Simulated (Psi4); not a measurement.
# CCD/cc-pV(D+d)Z (Cholesky decomposition, Cholesky for correlation) run of BH2O2F (SMILES OB(O)F)

What is the energy change on altering one bond length of BH2O2F at CCD/cc-pV(D+d)Z (Cholesky decomposition, Cholesky for correlation)? 

The calculation is run with Psi4 1.11.

3 further runs of the same task are left out: 1 that didn't finish, 2 set aside as unsound or not needed.

## Step 1: Starting point

BH2O2F has 6 atoms, charge 0, and is taken as a singlet. As SMILES, `OB(O)F`. Geometry: relaxed at PBE0-D4/def2-TZVP. This is one conformer, not always the lowest.

Bond lengths: O1–B2 1.360 Å, B2–O3 1.352 Å, B2–F4 1.333 Å, O1–H5 0.960 Å, O3–H6 0.960 Å. Angles: O1–B2–O3 121.6°, O1–B2–F4 120.5°, O3–B2–F4 117.9°, B2–O1–H5 113.1°, B2–O3–H6 112.5°.

## Step 2: A single-point energy at CCD/cc-pV(D+d)Z (Cholesky decomposition, Cholesky for correlation)

Contents of bfh2o2.xyz:

```xyz
6
BFH2O2
O     -0.477500     0.971000    -0.208400
B     -0.023800    -0.307500    -0.106500
O      0.989400    -0.635200     0.726100
F     -0.573100    -1.280600    -0.833200
H     -1.198900     1.066100    -0.834300
H      1.326000     0.122200     1.210000
```

Contents of calc.py:

```python
import psi4

psi4.set_memory(1600000000)
psi4.set_num_threads(1)
psi4.set_output_file('bfh2o2.out', False)

with open('bfh2o2.xyz') as f:
    atoms = ''.join(f.readlines()[2:])
molecule = psi4.geometry('0 1\n' + atoms + 'symmetry c1\nno_reorient\nno_com')

psi4.set_options(dict(basis='cc-pV(D+d)Z', scf_type='cd', freeze_core=True, cc_type='cd'))

e_tot, wfn = psi4.energy('ccd', molecule=molecule, return_wfn=True)
print('E =', round(e_tot, 9))
```

The run is started by

```sh
$ python calc.py
```

bfh2o2.out (excerpt; [...] marks lines left out):

```text
[...]
  Running in c1 symmetry.
[...]
  Nuclear repulsion =  114.498553170056496
[...]
  Multiplicity = 1
[...]
  Nalpha       = 16
  Nbeta        = 16
[...]
    Number of basis functions: 66
[...]
   @RHF iter   1:  -275.08142868355344   -9.83485e-01   8.75197e-03 DIIS/ADIIS
[...]
   @RHF iter  12:  -275.21141885190650   -3.41061e-13   2.80521e-09 DIIS
[...]
    Orbital Energies [Eh]
    ---------------------
    Doubly Occupied:
       1A    -26.295023     2A    -20.585332     3A    -20.577837
       4A     -7.708400     5A     -1.611293     6A     -1.397035
       7A     -1.364077     8A     -0.802573     9A     -0.763070
      10A     -0.734914    11A     -0.678738    12A     -0.648900
      13A     -0.577946    14A     -0.572950    15A     -0.565710
      16A     -0.513914
[...]
  @RHF Final Energy:  -275.21141885190650
   => Energetics <=
    Nuclear Repulsion Energy =            114.4985531700564962
    One-Electron Energy =                -608.6245200121067001
    Two-Electron Energy =                 218.9145479901436886
    Total Energy =                       -275.2114188519065010
[...]
 Multipole Moments:
 ------------------------------------------------------------------------------------
     Multipole            Electronic (a.u.)      Nuclear  (a.u.)        Total (a.u.)
 ------------------------------------------------------------------------------------
 L = 1.  Multiply by 2.5417464519 to convert [e a0] to [Debye]
 Dipole X            :          1.8166812           -1.9929052           -0.1762240
 Dipole Y            :         18.1542446          -17.3631816            0.7910630
 Dipole Z            :          6.6711806           -6.6404976            0.0306830
 Magnitude           :                                                    0.8110345
[...]
	CD-MP2 Total Energy (a.u.)         :  -275.84969569500640
[...]
```

Standard output:

```text
E = -275.859343216
```

It took 4.5 s on 1 thread of Intel Xeon Platinum 8488C (Sapphire Rapids), shared host; peak memory 0.23 GiB.

## Step 3: The distorted shape at the same level

Contents of bfh2o2.sdf:

```

     RDKit          3D

  6  5  0  0  0  0  0  0  0  0999 V2000
   -0.5112    0.8953   -0.2568 O   0  0  0  0  0  0  0  0  0  0  0  0
   -0.0575   -0.3832   -0.1549 B   0  0  0  0  0  0  0  0  0  0  0  0
    0.9557   -0.7109    0.6777 O   0  0  0  0  0  0  0  0  0  0  0  0
   -0.6068   -1.3563   -0.8816 F   0  0  0  0  0  0  0  0  0  0  0  0
   -1.2326    0.9904   -0.8827 H   0  0  0  0  0  0  0  0  0  0  0  0
    1.3260    0.1222    1.2100 H   0  0  0  0  0  0  0  0  0  0  0  0
  2  1  1  0
  3  2  1  0
  4  2  1  0
  5  1  1  0
  6  3  1  0
M  END
$$$$
```

Contents of bfh2o2.py:

```python
import psi4
from rdkit import Chem

psi4.set_memory('1600 MB')
psi4.set_num_threads(1)
psi4.core.set_output_file('output.dat', False)

rd = Chem.SDMolSupplier('bfh2o2.sdf', removeHs=False, sanitize=False)[0]
xyz = rd.GetConformer().GetPositions()
atoms = '\n'.join(f'{a.GetSymbol()} {x:.4f} {y:.4f} {z:.4f}' for a, (x, y, z) in zip(rd.GetAtoms(), xyz))
m = psi4.geometry('0 1\n' + atoms + '\nsymmetry c1\nno_reorient\nno_com')

psi4.set_options(dict(basis='cc-pV(D+d)Z', scf_type='cd', freeze_core=True, cc_type='cd'))

e_tot = psi4.energy('ccd', molecule=m)
print(f'ccd energy: {e_tot:.10f} Eh')
```

The run is started by

```sh
$ python bfh2o2.py
```

output.dat (excerpt; [...] marks lines left out):

```text
[...]
  Running in c1 symmetry.
[...]
  Nuclear repulsion =  113.984510809687521
[...]
  Multiplicity = 1
[...]
  Nalpha       = 16
  Nbeta        = 16
[...]
    Number of basis functions: 66
[...]
   @RHF iter   1:  -275.06715749246376   -1.04088e+00   8.76731e-03 DIIS/ADIIS
[...]
   @RHF iter  12:  -275.20096971461840   -1.64846e-12   3.50710e-09 DIIS
[...]
    Orbital Energies [Eh]
    ---------------------
    Doubly Occupied:
       1A    -26.294084     2A    -20.583822     3A    -20.583433
       4A     -7.706479     5A     -1.610257     6A     -1.389895
       7A     -1.348822     8A     -0.791863     9A     -0.759432
      10A     -0.724399    11A     -0.677596    12A     -0.640879
      13A     -0.575295    14A     -0.566457    15A     -0.563335
      16A     -0.510619
[...]
  @RHF Final Energy:  -275.20096971461840
   => Energetics <=
    Nuclear Repulsion Energy =            113.9845108096875208
    One-Electron Energy =                -607.7176286851863551
    Two-Electron Energy =                 218.5321481608803822
    Total Energy =                       -275.2009697146183953
[...]
 Multipole Moments:
 ------------------------------------------------------------------------------------
     Multipole            Electronic (a.u.)      Nuclear  (a.u.)        Total (a.u.)
 ------------------------------------------------------------------------------------
 L = 1.  Multiply by 2.5417464519 to convert [e a0] to [Debye]
 Dipole X            :          3.8168584           -3.9671021           -0.1502437
 Dipole Y            :         22.6277832          -21.7978019            0.8299814
 Dipole Z            :          9.5391999           -9.4758427            0.0633572
 Magnitude           :                                                    0.8458465
[...]
	CD-MP2 Total Energy (a.u.)         :  -275.84296920159437
[...]
```

The script printed:

```text
ccd energy: -275.8522408736 Eh
```

It took 4.2 s on 1 thread of Intel Xeon Platinum 8488C (Sapphire Rapids), shared host; peak memory 0.26 GiB.

## Step 4: Results

Level: CCD/cc-pV(D+d)Z (Cholesky decomposition, Cholesky for correlation), 4 core orbitals frozen.

| quantity | value |
| --- | --- |
| first shape: total energy | -275.85934 Eh |
| first shape: HOMO energy (Hartree–Fock orbitals) | -13.98 eV |
| first shape: LUMO energy (Hartree–Fock orbitals) | 4.79 eV |
| first shape: HOMO–LUMO gap (Hartree–Fock orbitals) | 18.78 eV |
| first shape: correlation energy (4 core orbitals frozen) | -647.9 mEh |
| distorted shape: total energy | -275.85224 Eh |
| distorted shape: HOMO energy (Hartree–Fock orbitals) | -13.89 eV |
| distorted shape: LUMO energy (Hartree–Fock orbitals) | 4.54 eV |
| distorted shape: HOMO–LUMO gap (Hartree–Fock orbitals) | 18.43 eV |
| distorted shape: correlation energy (4 core orbitals frozen) | -651.3 mEh |
| energy change with the O3–H6 bond stretched from 0.960 to 1.056 Å | 0.193 eV |

In words: With the O3–H6 bond stretched from 0.960 to 1.056 Å the energy rises by 0.19 eV (4.5 kcal/mol). The first shape isn't relaxed at this level, so the change isn't measured from a minimum.
